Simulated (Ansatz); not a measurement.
# ClFH4MgO: the cost of one run

Program: Ansatz 0.2.0. Level of theory: RKS B3LYP-D4/def2-mTZVP. These are calculated values, not measurements.

**1. Starting point**

Bond lengths: Mg1–Cl3 2.121 Å, Mg1–H4 2.012 Å, Mg1–F5 2.349 Å, Mg1–H6 2.007 Å, Mg1–O7 2.013 Å, O7–H8 0.968 Å. Angles: Cl3–Mg1–H4 138.8°, Cl3–Mg1–F5 113.5°, Cl3–Mg1–H6 164.5°, Cl3–Mg1–O7 153.2°, H4–Mg1–F5 30.7°, H4–Mg1–H6 56.6°, H4–Mg1–O7 36.9°, F5–Mg1–H6 80.1°, F5–Mg1–O7 67.6°, H6–Mg1–O7 37.3°, Mg1–O7–H8 164.4°.

Structure file:

```xyz
8

Mg   -0.1274   -1.0035   -0.4266
H     0.7515   -0.6224    1.6292
Cl   -0.7616   -2.5939   -1.6778
H    -0.5860    0.9243   -0.0808
F    -1.7551    0.6645   -0.1347
H     0.7714    0.1112    0.9802
O     0.6835    0.8094   -0.0962
H     1.0237    1.7104   -0.1933
```

**2. A restrained relaxation towards end A**

Springs on the bonds that form and break draw the guess towards this end; the thresholds are loose.

Contents of input.yaml:

```yaml
crystal:
  periodic: [false, false, false]
  atoms:
    - { symbol: Mg, position_ang: [-0.1274, -1.0035, -0.4266] }
    - { symbol: H, position_ang: [0.7515, -0.6224, 1.6292] }
    - { symbol: Cl, position_ang: [-0.7616, -2.5939, -1.6778] }
    - { symbol: H, position_ang: [-0.586, 0.9243, -0.0808] }
    - { symbol: F, position_ang: [-1.7551, 0.6645, -0.1347] }
    - { symbol: H, position_ang: [0.7714, 0.1112, 0.9802] }
    - { symbol: O, position_ang: [0.6835, 0.8094, -0.0962] }
    - { symbol: H, position_ang: [1.0237, 1.7104, -0.1933] }
basis:
  gaussian: { orbitals: def2-mTZVP }
hamiltonian:
  xc: b3lyp
  dispersion: d4
relax:
  f_tol: 0.15
  max_steps: 25
  restrain:
    - { distance: [0, 4], at: 3.28, k: 30.0 }
    - { distance: [3, 6], at: 2.27, k: 30.0 }
    - { distance: [5, 1], at: 1.92, k: 30.0 }
    - { distance: [0, 1], at: 1.72, k: 30.0 }
    - { distance: [3, 4], at: 0.88, k: 30.0 }
    - { distance: [5, 6], at: 0.97, k: 30.0 }
output:
  orbitals: {}
```

Launch:

```bash
$ ansatz run input.yaml --threads 2 --pin off --max-ram 3072MiB --backend cpu --events-out ev --progress --plain --runs-dir out
```

**Question.** How long does this run take on 2 threads of Arm Neoverse V2, shared host, and how much memory does it need?

About 25 s, with a peak of 0.18 GiB.
